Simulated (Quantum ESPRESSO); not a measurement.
A calculation with Quantum ESPRESSO 7.5 of Ca3AsP (ASE script, structure from a P1 CIF):

run.py

```python
import numpy as np
from ase.calculators.espresso import Espresso, EspressoProfile
from ase.io import read

atoms = read('Ca3AsP.cif')

input_data = {
    'control': {'calculation': 'scf', 'prefix': 'pwscf', 'outdir': './tmp', 'tprnfor': True, 'tstress': True, 'disk_io': 'nowf'},
    'system': {'ecutwfc': 55.0, 'ecutrho': 440.0, 'nbnd': 28, 'occupations': 'smearing', 'smearing': 'fd', 'degauss': 0.00367493},
    'electrons': {'conv_thr': 1e-09, 'electron_maxstep': 120, 'mixing_beta': 0.5},
}
pseudopotentials = {'As': 'As.pbe-n-rrkjus_psl.0.2.UPF', 'P': 'P.pbe-n-rrkjus_psl.1.0.0.UPF', 'Ca': 'Ca_pbe_v1.uspp.F.UPF'}
profile = EspressoProfile(command='pw.x', pseudo_dir='pseudo')
dft = Espresso(profile=profile, input_data=input_data, pseudopotentials=pseudopotentials, kpts=(5, 5, 5), koffset=(0, 0, 0))
atoms.calc = dft

print(f'energy {atoms.get_potential_energy():.8f} eV')
print('forces (eV/A)')
print(np.round(atoms.get_forces(), 6))
print('stress (eV/A^3, Voigt)')
print(np.round(atoms.get_stress(), 8))
print(f'Fermi level {dft.get_fermi_level():.4f} eV')
```

Ca3AsP.cif

```cif
data_Ca3AsP
_cell_length_a 5.33389900
_cell_length_b 5.33389900
_cell_length_c 5.33389900
_cell_angle_alpha 90.00000000
_cell_angle_beta 90.00000000
_cell_angle_gamma 90.00000000
_space_group_name_H-M_alt 'P1'
_space_group_name_Hall 'P 1'
_space_group_IT_number 1
loop_
_space_group_symop_operation_xyz
'x,y,z'
loop_
_atom_site_label
_atom_site_type_symbol
_atom_site_symmetry_multiplicity
_atom_site_Wyckoff_symbol
_atom_site_fract_x
_atom_site_fract_y
_atom_site_fract_z
_atom_site_occupancy
As1 As 1 a 0.0000000000 0.0000000000 0.0000000000 1
Ca1 Ca 1 a 0.5000000000 0.5000000000 0.0000000000 1
Ca2 Ca 1 a 0.5000000000 0.0000000000 0.5000000000 1
Ca3 Ca 1 a 0.0000000000 0.5000000000 0.5000000000 1
P1 P 1 a 0.5000000000 0.5000000000 0.5000000000 1
```

Potentials or basis: SSSP 1.3 efficiency PBE.

Run with:

```sh
$ OMP_NUM_THREADS=1 python run.py
```

The cell comes from a database or a generator and needn't be the stable form of this composition.

Question: Write the same calculation in another form: native input, structure typed inline.

Answer: As run:

File pw.in:

```
&CONTROL
  calculation = 'scf'
  prefix = 'pwscf'
  outdir = './tmp'
  pseudo_dir = './pseudo'
  tprnfor = .true.
  tstress = .true.
  disk_io = 'nowf'
/
&SYSTEM
  ibrav = 0
  nat = 5
  ntyp = 3
  ecutwfc = 55
  ecutrho = 440
  nbnd = 28
  occupations = 'smearing'
  smearing = 'fd'
  degauss = 0.00367493
/
&ELECTRONS
  conv_thr = 1d-09
  electron_maxstep = 120
  mixing_beta = 0.5
/
ATOMIC_SPECIES
As    74.9216 As.pbe-n-rrkjus_psl.0.2.UPF
Ca    40.0780 Ca_pbe_v1.uspp.F.UPF
P     30.9738 P.pbe-n-rrkjus_psl.1.0.0.UPF
CELL_PARAMETERS angstrom
   5.3338990000    0.0000000000    0.0000000000
   0.0000000000    5.3338990000    0.0000000000
   0.0000000000    0.0000000000    5.3338990000
ATOMIC_POSITIONS crystal
As     0.0000000000    0.0000000000    0.0000000000
Ca     0.5000000000    0.5000000000    0.0000000000
Ca     0.5000000000    0.0000000000    0.5000000000
Ca     0.0000000000    0.5000000000    0.5000000000
P      0.5000000000    0.5000000000    0.5000000000
K_POINTS automatic
5 5 5 0 0 0
```

Potentials or basis: SSSP 1.3 efficiency PBE.

Command:

```bash
$ OMP_NUM_THREADS=1 pw.x -in pw.in > pw.out
```

Both were run:

|  | ASE script, structure from a P1 CIF | native input, structure typed inline |
| --- | --- | --- |
| Pressure | -0.1 GPa | -0.1 GPa |
| Band gap on the k mesh | 0.19 eV, direct | 0.19 eV, direct |

Keys that steer only the numerical path or the files written may differ.
